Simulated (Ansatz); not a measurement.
# C2H4F2Si: basis-set convergence

An exercise on one series of results from a longer session: the logs are not shown, and one member is left open.

Method: one geometry, several basis sets; program: Ansatz 0.2.0, Gaussian basis.

The runs, in order: PBE0-D4/def2-SVP; ωB97M-V/def2-SVP; PBE0-D4/def2-QZVPP; ωB97M-V/def2-QZVPP; the functionals' def2-TZVPP values are taken from earlier runs.

### The relaxed structure

An earlier PBE0-D4 in a triple-zeta def2 set relaxation fixed the geometry.

9 atoms, charge 0, spin multiplicity 1.

Atoms are counted from 1 here; the program's logs count them from 0.

Bond lengths: F1–Si2 1.613 Å, Si2–F3 1.613 Å, C4–C5 1.330 Å, C4–H6 1.085 Å, C4–H7 1.085 Å, C5–H8 1.084 Å, C5–H9 1.084 Å. Angles: F1–Si2–F3 100.1°, C5–C4–H6 121.7°, C5–C4–H7 121.7°, H6–C4–H7 116.6°, C4–C5–H8 121.5°, C4–C5–H9 121.5°, H8–C5–H9 116.9°.

Set-up of the first run:

in.yaml

```yaml
crystal:
  periodic: [false, false, false]
  atoms:
    - {symbol: F, position_ang: [0.996334, 1.079865, -1.872730]}
    - {symbol: Si, position_ang: [0.833993, 1.712682, -0.398484]}
    - {symbol: F, position_ang: [2.111211, 1.055285, 0.334136]}
    - {symbol: C, position_ang: [-1.050628, -0.168779, 0.529725]}
    - {symbol: C, position_ang: [-0.226421, -1.123564, 0.106713]}
    - {symbol: H, position_ang: [-1.008771, 0.210877, 1.545109]}
    - {symbol: H, position_ang: [-1.836084, 0.227710, -0.104914]}
    - {symbol: H, position_ang: [-0.279561, -1.511775, -0.903985]}
    - {symbol: H, position_ang: [0.548426, -1.528703, 0.747430]}
basis:
  gaussian: {orbitals: def2-SVP}
hamiltonian: {xc: pbe0, dispersion: d4}
output: {orbitals: {seedname: orbitals}}
```

The run is started by

```bash
$ ansatz run in.yaml --threads 2 --pin off --events-out ev --progress --plain --max-ram 4352MiB
```

Steps of the session up to this table: PBE0-D4 in def2-SVP; ωB97M-V in def2-SVP; PBE0-D4 in def2-QZVPP; ωB97M-V in def2-QZVPP.

One table of the session follows, with a row left open; its other results are not shown here.

It belongs to the step «Density functionals: the series». 

| functional | basis | HOMO (eV) |
| --- | --- | --- |
| PBE0-D4 | def2-SVP | -7.18 |
| PBE0-D4 | def2-TZVPP | ? |
| PBE0-D4 | def2-QZVPP | -7.29 |
| ωB97M-V | def2-SVP | -9.27 |
| ωB97M-V | def2-TZVPP | -9.37 |
| ωB97M-V | def2-QZVPP | -9.41 |

**Question.** Estimate the row for PBE0-D4, def2-TZVPP.

As computed: HOMO (eV): -7.26. In the column «HOMO (eV)» it lies between PBE0-D4, def2-QZVPP (-7.29) and PBE0-D4, def2-SVP (-7.18).
